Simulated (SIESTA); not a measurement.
**Mg in SIESTA: the effect of functional**

Slab: Mg, a slab with vacuum.

```
Mg
1.0
     3.20927    0.00000    0.00000
    -1.60464    2.77931    0.00000
     0.00000    0.00000   25.42066
Mg
5
Cartesian
  0.0000 1.8529 7.5000
  1.6046 0.9264 10.1052
  0.0000 1.8529 12.7103
  1.6046 0.9264 15.3155
  0.0000 1.8529 17.9207
```

The slab is cut from a database's or a generator's crystal, which needn't be the stable form of the element.

Alike in all runs:

| Quantity | Value |
| --- | --- |
| Program | SIESTA 5.4.2 |
| Task | single point |
| Basis | DZP (energy shift 0.003 Ry; two zetas on semicore shells) |
| Grid cutoff | 800 Ry |
| Energy shift | 0.003 Ry |
| k mesh | 10 × 10 × 1 |
| Occupations | fermi-dirac, width 0.05 eV |
| Spin | no spin polarisation |

```tsv
functional	potentials or basis	largest force (eV/Å)
LDA	PseudoDojo 0.4 standard (LDA files)	?
PBEsol	PseudoDojo 0.4 standard (PBEsol files)	0.10
AM05	PseudoDojo 0.4 standard (PBEsol files)	0.11
WC	PseudoDojo 0.4 standard (PBEsol files)	0.10
PW91	PseudoDojo 0.4 standard (PBE files)	0.14
revPBE	PseudoDojo 0.4 standard (PBE files)	0.19
RPBE	PseudoDojo 0.4 standard (PBE files)	0.21
BLYP	PseudoDojo 0.4 standard (PBE files)	0.17
```

Q: What does the run with functional LDA give?

A: Largest force 0.03 eV/Å.

Caveats: the potentials were made for another functional, which shifts forces and pressure (some runs).

Runs at the PBE level aren't shown here.
